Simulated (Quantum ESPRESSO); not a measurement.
## NaTb2Sc2FeO9 in Quantum ESPRESSO: the effect of Hubbard term

NaTb2Sc2FeO9:

```xyz
15
Lattice="3.8038 0.0000 0.0000 0.0000 3.8038 0.0000 0.0000 0.0000 13.1563" Properties=species:S:1:pos:R:3 pbc="T T T"
Na    1.9019    1.9019   11.6885
Tb    1.9019    1.9019    2.2851
Tb    1.9019    1.9019    7.2846
Sc    0.0000    0.0000    9.2788
Sc    0.0000    0.0000    4.3378
Fe    0.0000    0.0000   13.1423
O     0.0000    0.0000   11.2566
O     0.0000    1.9019    3.6061
O     1.9019    0.0000    3.6061
O     0.0000    0.0000    6.3291
O     0.0000    1.9019    8.5454
O     1.9019    0.0000    8.5454
O     0.0000    0.0000    1.7416
O     0.0000    1.9019    0.0916
O     1.9019    0.0000    0.0916
```

The cell was built by a generator and needn't be a form met in nature.

Alike in all runs:

| Property | Result |
| --- | --- |
| Program | Quantum ESPRESSO 7.5 |
| Task | single point |
| Functional | PBE |
| Potentials or basis | SSSP 1.3 efficiency PBE |
| Cutoff | 871 eV |
| Density cutoff | 10640 eV |
| k mesh | 5 × 5 × 1 |
| Occupations | fermi-dirac, width 0.05 eV |
| Spin | collinear spin, ferromagnetic start |
| Starting moments | [0.0, 6.0, 6.0, 0.0, 0.0, 3.0, 0.0, 0.0, 0.0, 0.0, 0.0, 0.0, 0.0, 0.0, 0.0] μB |
| Hubbard projectors | atomic |
| Mixing beta | 0.3 |
| Most SCF iterations | 120 |
| SCF threshold | 3e-09 Ry |

```csv
Hubbard term,pressure (GPa),moment (μB),largest force (eV/Å)
"Fe d U = 2 eV, Sc d U = 2 eV, Tb f U = 2 eV",?,?,?
"Fe d U = 4 eV, Sc d U = 4 eV, Tb f U = 4 eV",5.0,15.72,0.97
"Fe d U = 6 eV, Sc d U = 6 eV, Tb f U = 6 eV",9.0,15.73,1.11
```

Q: What does the run with Hubbard term Fe d U = 2 eV, Sc d U = 2 eV, Tb f U = 2 eV give?

A: Pressure 2.1 GPa; moment 15.72 μB; largest force 1.15 eV/Å.

Caveats: all runs use coarse meshes; the magnetic or orbital state may not be the lowest; a cell with one magnetic atom can't hold antiferromagnetic order, which such compounds often take; forces of over 1 eV/Å show positions far from the minimum, so gaps and moduli don't describe the material at rest (some runs).
